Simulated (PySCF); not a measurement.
# C₆H₁₁B: electronic excitations

Aim: predict the electronic excitations of C₆H₁₁B (`BCCC=C=CC`).

Computed with PySCF 2.14.0, with density-fitted response routines of our own, on a single molecule in the gas phase. Atoms count from 0, in the outputs and in this text.

## 1. The starting structure

18 atoms, charge 0, multiplicity 1; geometry from: GFN2-xTB.

Bonds of the start (Å): B0–C1 1.57, C1–C2 1.54, C2–C3 1.50, C3–C4 1.30, C4–C5 1.30, C5–C6 1.50, B0–H7 1.17, B0–H8 1.17, C1–H9 1.10, C1–H10 1.10, C2–H11 1.09, C2–H12 1.09, C3–H13 1.08, C5–H14 1.08, C6–H15 1.09, C6–H16 1.09, C6–H17 1.09.

## 2. Ultraviolet spectrum: CAM-B3LYP/def2-SVPD

The job: settings as JSON, then the geometry in Å.

```
{"job": {"kind": "uv", "xc": "CAM-B3LYP", "basis": "def2-SVPD", "nstates": 8, "ntriplets": 3}, "charge": 0, "multiplicity": 1}
B     -2.369398    -1.005521     2.430100
C     -1.726787    -0.379907     1.145208
C     -0.533964     0.564811     1.351921
C     -0.106156     1.184856     0.050093
C      1.002695     0.910412    -0.564516
C      2.109111     0.611637    -1.173161
C      2.250017    -0.500960    -2.169891
H     -2.040529    -0.671684     3.501342
H     -3.211472    -1.808343     2.306912
H     -2.516580     0.165246     0.613196
H     -1.429152    -1.169370     0.447054
H      0.300098     0.011092     1.785914
H     -0.818073     1.358316     2.047596
H     -0.806978     1.887408    -0.387129
H      3.006992     1.187724    -0.981786
H      2.587479    -0.105188    -3.127875
H      1.301891    -1.012939    -2.314513
H      2.992047    -1.221272    -1.825440
```

Level: TDDFT CAM-B3LYP/def2-SVPD, vertical, gas phase, core orbitals frozen in the response.

The run is started by

```bash
OMP_NUM_THREADS=1 python probes_run.py task.json out
```

This one command runs all jobs of the session in turn.

Predict these results of the whole session: lowest singlet (CAM-B3LYP/def2-SVPD); brightest single state of those computed; lowest triplet; surface potential, 1st and 99th percentile.

As calculated:

| quantity | value |
| --- | --- |
| lowest singlet (CAM-B3LYP/def2-SVPD) | 5.46 eV (227 nm), f = 0.002 |
| brightest single state of those computed | state 8, 6.99 eV, f = 0.059 |
| lowest triplet | 4.62 eV |
| surface potential, 1st and 99th percentile | -0.64 V and 1.24 V |

The lowest singlet, at 5.46 eV, is HOMO→LUMO 0.55, HOMO−3→LUMO 0.29 and is weak; of the 8 states computed, the strongest absorption comes from state 8 at 6.99 eV (the last computed, so partners may be missing). The lowest triplet lies 0.84 eV below the lowest singlet (triplets in Tamm-Dancoff, singlets in full TDDFT).
